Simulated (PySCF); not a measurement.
# Ag₃H₃O₃: NMR shieldings, spin-spin couplings

Aim: compute the NMR shieldings, spin-spin couplings of Ag₃H₃O₃.

Computed with PySCF 2.14.0 and routines of our own; the level stands in each step. Atoms count from 0.

## Step 1: The system as given

9 atoms, charge 0, multiplicity 1; geometry from: GFN2-xTB.

## Step 2: NMR shieldings: PBE/pcJ-1 Ag:dyall-v2z, non-relativistic

The job: settings as JSON, then the geometry in Å.

```
{"job": {"kind": "hnmr", "xc": "PBE", "basis": {"default": "pcJ-1", "Ag": "dyall-v2z"}, "rel": "nr"}, "charge": 0, "multiplicity": 1}
Ag    -0.289270    -1.516080     0.550030
O      1.565340    -1.061530     1.545170
Ag     1.360180     0.783920     0.450220
O      0.462350     2.221310    -0.875920
Ag    -1.130560     0.771590    -0.889350
O     -2.145810    -1.079550    -0.450600
H      2.338740    -1.610040     1.429240
H      0.307680     3.121810    -0.598500
H     -2.468660    -1.631430    -1.160290
```

With the program's defaults for keys left out, this is: PBE/pcJ-1 Ag:dyall-v2z GIAO NMR shielding, non-relativistic, Gaussian nuclei, gas phase.

Command:

```
OMP_NUM_THREADS=1 python heavy_run.py task.json out
```

One launch serves the whole session: the jobs run in the order shown.

The program printed:

```text
non-relativistic SCF
coarse grid: 47576 points
cycle   1  E = -15824.4600858684  dE = -3.563e+02  |g| = 1.198e+01  |ddm| = 3.462e+00
cycle   2  E = -15814.3734499506  dE =  1.009e+01  |g| = 8.561e+00  |ddm| = 6.371e+00
cycle   3  E = -15797.5487897957  dE =  1.682e+01  |g| = 1.192e+01  |ddm| = 1.135e+01
cycle   4  E = -15823.6568829410  dE = -2.611e+01  |g| = 3.603e+00  |ddm| = 9.900e+00
cycle   5  E = -15825.1671029484  dE = -1.510e+00  |g| = 2.620e+00  |ddm| = 3.654e+00
cycle   6  E = -15825.8650469692  dE = -6.979e-01  |g| = 8.375e-01  |ddm| = 1.736e+00
cycle   7  E = -15825.9065892282  dE = -4.154e-02  |g| = 5.249e-01  |ddm| = 7.521e-01
cycle   8  E = -15825.9483020185  dE = -4.171e-02  |g| = 1.508e-01  |ddm| = 4.607e-01
cycle   9  E = -15825.9491581369  dE = -8.561e-04  |g| = 1.374e-01  |ddm| = 1.865e-01
cycle  10  E = -15825.9525144536  dE = -3.356e-03  |g| = 2.812e-02  |ddm| = 1.030e-01
cycle  11  E = -15825.9526392996  dE = -1.248e-04  |g| = 7.266e-03  |ddm| = 2.063e-02
cycle  12  E = -15825.9526471991  dE = -7.899e-06  |g| = 1.443e-03  |ddm| = 6.530e-03
final grid: 93064 points
cycle  13  E = -15825.9526022876  dE =  3.721e-07  |g| = 3.647e-03  |ddm| = 4.631e-03
cycle  14  E = -15825.9525862925  dE =  1.600e-05  |g| = 9.825e-03  |ddm| = 1.008e-02
cycle  15  E = -15825.9526045837  dE = -1.829e-05  |g| = 6.808e-04  |ddm| = 7.502e-03
cycle  16  E = -15825.9526046261  dE = -4.242e-08  |g| = 3.915e-04  |ddm| = 6.126e-04
cycle  17  E = -15825.9526046364  dE = -1.032e-08  |g| = 2.626e-04  |ddm| = 3.726e-04
cycle  18  E = -15825.9526046488  dE = -1.237e-08  |g| = 4.945e-05  |ddm| = 2.014e-04
cycle  19  E = -15825.9526046492  dE = -3.602e-10  |g| = 1.046e-05  |ddm| = 3.245e-05
converged SCF energy = -15825.9526046492
check of the scalar solution
cycle   1  E = -15825.9526046493  dE = -1.583e+04  |FDS-SDF| = 1.046e-05
cycle   2  E = -15825.9526046491  dE =  2.146e-10  |FDS-SDF| = 2.514e-05
converged, E = -15825.9526046491

Field gradients (au) and densities at the nuclei (bohr^-3)
atom        Vxx        Vyy        Vzz        centre      nuclear mean
  0 Ag     0.5348     1.0121    -1.5468      72281.912      72066.466
  1 O     -0.4164    -0.8623     1.2787        308.862        308.849
  2 Ag     0.6761     0.8666    -1.5427      72281.922      72066.477
  3 O     -0.4187    -0.8562     1.2749        308.862        308.849
  4 Ag     0.6734     0.8666    -1.5400      72281.916      72066.471
  5 O     -0.4189    -0.8583     1.2772        308.864        308.851
  6 H     -0.2464    -0.2562     0.5025          0.476          0.476
  7 H     -0.2469    -0.2566     0.5035          0.477          0.477
  8 H     -0.2464    -0.2561     0.5025          0.476          0.476

Core orbital energies (eV)
atom   shell        mean    spread
  0 Ag 1s       -24527.706   0.000
  0 Ag 2s        -3536.786   0.000
  0 Ag 3s         -645.266   0.000
  0 Ag 4s          -87.738   0.000
  0 Ag 2p        -3291.177   0.043
  0 Ag 3p         -546.284   0.202
  0 Ag 4p          -56.679   0.088
  0 Ag 3d         -363.347   0.181
  2 Ag 1s       -24527.713   0.000
  2 Ag 2s        -3536.794   0.000
  2 Ag 3s         -645.274   0.000
  2 Ag 4s          -87.745   0.000
  2 Ag 2p        -3291.184   0.041
  2 Ag 3p         -546.291   0.198
  2 Ag 4p          -56.686   0.086
  2 Ag 3d         -363.354   0.181
  4 Ag 1s       -24527.715   0.000
  4 Ag 2s        -3536.795   0.000
  4 Ag 3s         -645.275   0.000
  4 Ag 4s          -87.747   0.000
  4 Ag 2p        -3291.185   0.041
  4 Ag 3p         -546.292   0.198
  4 Ag 4p          -56.688   0.087
  4 Ag 3d         -363.355   0.181

Shielding tensors (ppm)
atom      isotropic    diamagn.    paramagn.     s11        s22        s33       span
  0 Ag     3089.58     4677.51    -1587.93    2053.91    2838.68    4376.16    2322.24
  1 O       457.28      374.83       82.44     389.45     428.17     554.21     164.76
  2 Ag     3088.01     4677.47    -1589.47    2076.81    2817.30    4369.91    2293.09
  3 O       457.38      374.28       83.10     391.94     425.32     554.89     162.95
  4 Ag     3091.12     4677.47    -1586.34    2081.98    2821.91    4369.48    2287.50
  5 O       457.17      374.85       82.32     389.26     428.02     554.23     164.96
  6 H        33.56       29.18        4.37      22.06      23.80      54.80      32.74
  7 H        33.56       29.10        4.47      22.02      23.76      54.91      32.89
  8 H        33.56       29.18        4.37      22.09      23.79      54.79      32.70
```

Wall time 2.9 min (1 thread of Intel Xeon at 2.50GHz, shared host); peak memory 1.9 GiB.

## Step 3: Spin-spin couplings: PBE/pcJ-1 Ag:dyall-v2z, non-relativistic

Settings changed since step 2:

```diff
@@ -1,2 +1,2 @@
-{"job": {"kind": "hnmr", "xc": "PBE", "basis": {"default": "pcJ-1", "Ag": "dyall-v2z"}, "rel": "nr"}, "charge": 0, "multiplicity": 1}
+{"job": {"kind": "hj", "xc": "PBE", "basis": {"default": "pcJ-1", "Ag": "dyall-v2z"}, "rel": "nr", "atoms": [0]}, "charge": 0, "multiplicity": 1}
 Ag    -0.289270    -1.516080     0.550030
```

Method: PBE/pcJ-1 Ag:dyall-v2z indirect spin-spin coupling, non-relativistic, Gaussian nuclei, gas phase.

The program printed:

```text
non-relativistic SCF
coarse grid: 47576 points
cycle   1  E = -15824.4600858684  dE = -3.563e+02  |g| = 1.198e+01  |ddm| = 3.462e+00
cycle   2  E = -15814.3734499506  dE =  1.009e+01  |g| = 8.561e+00  |ddm| = 6.371e+00
cycle   3  E = -15797.5487897957  dE =  1.682e+01  |g| = 1.192e+01  |ddm| = 1.135e+01
cycle   4  E = -15823.6568829410  dE = -2.611e+01  |g| = 3.603e+00  |ddm| = 9.900e+00
cycle   5  E = -15825.1671029484  dE = -1.510e+00  |g| = 2.620e+00  |ddm| = 3.654e+00
cycle   6  E = -15825.8650469692  dE = -6.979e-01  |g| = 8.375e-01  |ddm| = 1.736e+00
cycle   7  E = -15825.9065892282  dE = -4.154e-02  |g| = 5.249e-01  |ddm| = 7.521e-01
cycle   8  E = -15825.9483020185  dE = -4.171e-02  |g| = 1.508e-01  |ddm| = 4.607e-01
cycle   9  E = -15825.9491581369  dE = -8.561e-04  |g| = 1.374e-01  |ddm| = 1.865e-01
cycle  10  E = -15825.9525144536  dE = -3.356e-03  |g| = 2.812e-02  |ddm| = 1.030e-01
cycle  11  E = -15825.9526392996  dE = -1.248e-04  |g| = 7.266e-03  |ddm| = 2.063e-02
cycle  12  E = -15825.9526471991  dE = -7.899e-06  |g| = 1.443e-03  |ddm| = 6.530e-03
final grid: 93064 points
cycle  13  E = -15825.9526022876  dE =  3.721e-07  |g| = 3.647e-03  |ddm| = 4.631e-03
cycle  14  E = -15825.9525862925  dE =  1.600e-05  |g| = 9.825e-03  |ddm| = 1.008e-02
cycle  15  E = -15825.9526045837  dE = -1.829e-05  |g| = 6.808e-04  |ddm| = 7.502e-03
cycle  16  E = -15825.9526046261  dE = -4.242e-08  |g| = 3.915e-04  |ddm| = 6.126e-04
cycle  17  E = -15825.9526046364  dE = -1.032e-08  |g| = 2.626e-04  |ddm| = 3.726e-04
cycle  18  E = -15825.9526046488  dE = -1.237e-08  |g| = 4.945e-05  |ddm| = 2.014e-04
cycle  19  E = -15825.9526046492  dE = -3.602e-10  |g| = 1.046e-05  |ddm| = 3.245e-05
converged SCF energy = -15825.9526046492
two-component SCF
cycle   1  E = -15825.9526046491  dE = -1.583e+04  |FDS-SDF| = 1.046e-05
cycle   2  E = -15825.9526046491  dE =  1.819e-11  |FDS-SDF| = 2.514e-05
converged, E = -15825.9526046491

Indirect spin-spin couplings
  i        j     bonds      J/Hz   K/1e19 T2/J   anisotropy/Hz
  0 107Ag   1  17O    1       26.74      403.63        57.4
  0 107Ag   2 107Ag   2        2.71      136.57         1.4
  0 107Ag   3  17O    3       -4.18      -63.09        -1.4
  0 107Ag   4 107Ag   2        2.68      135.05         1.4
  0 107Ag   5  17O    1       26.60      401.56        57.4
  0 107Ag   6   1H    2       -0.47        0.97       -16.7
  0 107Ag   7   1H    4        1.15       -2.34         0.8
  0 107Ag   8   1H    2       -0.46        0.93       -16.7
```

Run time: 2.5 min. Hardware: 1 thread of Intel Xeon at 2.50GHz, shared host; peak memory 1.9 GiB.

## Step 4: NMR shieldings: PBE/pcJ-1 Ag:dyall-v2z, spin-free

Settings changed since step 3:

```diff
@@ -1,2 +1,2 @@
-{"job": {"kind": "hj", "xc": "PBE", "basis": {"default": "pcJ-1", "Ag": "dyall-v2z"}, "rel": "nr", "atoms": [0]}, "charge": 0, "multiplicity": 1}
+{"job": {"kind": "hnmr", "xc": "PBE", "basis": {"default": "pcJ-1", "Ag": "dyall-v2z"}, "rel": "sf"}, "charge": 0, "multiplicity": 1}
 Ag    -0.289270    -1.516080     0.550030
```

With the program's defaults for keys left out, this is: PBE/pcJ-1 Ag:dyall-v2z GIAO NMR shielding, spin-free X2C, Gaussian nuclei, gas phase.

The program printed:

```text
spin-free SCF
coarse grid: 47576 points
cycle   1  E = -16172.0407411533  dE =  2.356e-01  |g| = 2.081e+00  |ddm| = 2.512e+00
cycle   2  E = -16163.7456939079  dE =  8.295e+00  |g| = 5.839e+00  |ddm| = 5.671e+00
cycle   3  E = -16172.5369304223  dE = -8.791e+00  |g| = 9.399e-01  |ddm| = 5.354e+00
cycle   4  E = -16172.6625363041  dE = -1.256e-01  |g| = 7.114e-01  |ddm| = 1.201e+00
cycle   5  E = -16172.7138668210  dE = -5.133e-02  |g| = 1.631e-01  |ddm| = 4.479e-01
cycle   6  E = -16172.7160554114  dE = -2.189e-03  |g| = 1.346e-01  |ddm| = 2.070e-01
cycle   7  E = -16172.7194036864  dE = -3.348e-03  |g| = 3.644e-02  |ddm| = 1.054e-01
cycle   8  E = -16172.7196228363  dE = -2.191e-04  |g| = 9.082e-03  |ddm| = 2.854e-02
cycle   9  E = -16172.7196354077  dE = -1.257e-05  |g| = 3.463e-03  |ddm| = 7.115e-03
cycle  10  E = -16172.7196362033  dE = -7.957e-07  |g| = 2.469e-03  |ddm| = 3.057e-03
final grid: 93064 points
cycle  11  E = -16172.7202395414  dE = -2.845e-06  |g| = 9.889e-03  |ddm| = 6.521e-03
cycle  12  E = -16172.7201915170  dE =  4.802e-05  |g| = 1.884e-02  |ddm| = 1.653e-02
cycle  13  E = -16172.7202431262  dE = -5.161e-05  |g| = 4.302e-03  |ddm| = 1.499e-02
cycle  14  E = -16172.7202445929  dE = -1.467e-06  |g| = 3.387e-03  |ddm| = 4.409e-03
cycle  15  E = -16172.7202463658  dE = -1.773e-06  |g| = 3.306e-04  |ddm| = 2.285e-03
cycle  16  E = -16172.7202463831  dE = -1.735e-08  |g| = 5.653e-05  |ddm| = 2.369e-04
cycle  17  E = -16172.7202463837  dE = -5.566e-10  |g| = 1.368e-05  |ddm| = 4.214e-05
converged SCF energy = -16172.7202463837
check of the scalar solution
cycle   1  E = -16172.7202463837  dE = -1.617e+04  |FDS-SDF| = 1.368e-05
cycle   2  E = -16172.7202463835  dE =  1.201e-10  |FDS-SDF| = 3.323e-05
converged, E = -16172.7202463835

Field gradients (au) and densities at the nuclei (bohr^-3)
atom        Vxx        Vyy        Vzz        centre      nuclear mean
  0 Ag     0.3380     0.8601    -1.1980     143687.023     140501.602
  1 O     -0.3467    -0.8982     1.2450        311.492        311.482
  2 Ag     0.4617     0.7306    -1.1924     143687.047     140501.626
  3 O     -0.3496    -0.8922     1.2417        311.493        311.482
  4 Ag     0.4590     0.7309    -1.1900     143687.033     140501.612
  5 O     -0.3497    -0.8936     1.2433        311.495        311.485
  6 H     -0.2440    -0.2555     0.4995          0.475          0.475
  7 H     -0.2446    -0.2560     0.5005          0.476          0.476
  8 H     -0.2441    -0.2554     0.4995          0.475          0.475
without picture change
  0 Ag                          -1.5522                    296078.613
  2 Ag                          -1.5468                    296078.662
  4 Ag                          -1.5437                    296078.633

Core orbital energies (eV)
atom   shell        mean    spread
  0 Ag 1s       -25286.734   0.000
  0 Ag 2s        -3723.712   0.000
  0 Ag 3s         -682.987   0.000
  0 Ag 4s          -95.169   0.000
  0 Ag 2p        -3341.617   0.037
  0 Ag 3p         -557.275   0.179
  0 Ag 4p          -58.771   0.100
  0 Ag 3d         -358.334   0.167
  2 Ag 1s       -25286.741   0.000
  2 Ag 2s        -3723.720   0.000
  2 Ag 3s         -682.995   0.000
  2 Ag 4s          -95.176   0.000
  2 Ag 2p        -3341.625   0.036
  2 Ag 3p         -557.284   0.175
  2 Ag 4p          -58.778   0.097
  2 Ag 3d         -358.342   0.167
  4 Ag 1s       -25286.743   0.000
  4 Ag 2s        -3723.721   0.000
  4 Ag 3s         -682.997   0.000
  4 Ag 4s          -95.177   0.000
  4 Ag 2p        -3341.626   0.036
  4 Ag 3p         -557.285   0.175
  4 Ag 4p          -58.779   0.097
  4 Ag 3d         -358.343   0.166

vertical triplet (scalar unrestricted SCF): 2.668 eV

Shielding tensors (ppm)
atom      isotropic    diamagn.    paramagn.     s11        s22        s33       span
  0 Ag     2947.52     4714.06    -1766.54    1705.11    2666.94    4470.51    2765.40
  1 O       448.31      375.13       73.18     384.31     415.62     545.01     160.70
  2 Ag     2946.20     4714.02    -1767.82    1731.05    2643.59    4463.95    2732.90
  3 O       448.96      374.67       74.30     387.01     411.68     548.20     161.19
  4 Ag     2949.67     4714.01    -1764.35    1736.86    2648.70    4463.44    2726.59
  5 O       448.24      375.14       73.10     384.08     415.48     545.18     161.10
  6 H        33.28       29.20        4.08      22.08      23.63      54.15      32.07
  7 H        33.32       29.12        4.19      22.05      23.59      54.31      32.26
  8 H        33.29       29.20        4.08      22.10      23.62      54.14      32.04
```

Run time: 5.9 min. Hardware: 1 thread of Intel Xeon at 2.50GHz, shared host; peak memory 2 GiB.

## Step 5: Shieldings side by side

| run | Ag0 | Ag2 | Ag4 | O1 | O5 | O3 | H6 | time |
| --- | --- | --- | --- | --- | --- | --- | --- | --- |
| step 2, PBE/pcJ-1 Ag:dyall-v2z, non-relativistic | 3089.6 | 3088.0 | 3091.1 | 457.3 | 457.2 | 457.4 | 33.6 | 2.9 min |
| step 4, PBE/pcJ-1 Ag:dyall-v2z, spin-free | 2947.5 | 2946.2 | 2949.7 | 448.3 | 448.2 | 449.0 | 33.3 | 5.9 min |

## Step 6: Summary of results

| quantity | value |
| --- | --- |
| shieldings (step 2, PBE/pcJ-1 Ag:dyall-v2z, non-relativistic) | Ag0 3089.6, O1 457.3, Ag2 3088.0, O3 457.4, Ag4 3091.1, O5 457.2 ppm |
| largest reduced coupling (step 3, PBE/pcJ-1 Ag:dyall-v2z, non-relativistic) | Ag0–O1: J = 26.7 Hz, K = 404·10¹⁹ T²/J |
| shieldings (step 4, PBE/pcJ-1 Ag:dyall-v2z, spin-free) | Ag0 2947.5, O1 448.3, Ag2 2946.2, O3 449.0, Ag4 2949.7, O5 448.2 ppm |

Couplings to heavy atoms from non-relativistic runs lack large relativistic terms. Ag0 (with its equivalent atoms) moves most between the runs, by 142 ppm; the labels say what changes from run to run. No run holds spin-orbit coupling, which is large for shieldings at and beside heavy atoms. The geometry comes from tight binding, which is rough for metal atoms, and these values hang on it.
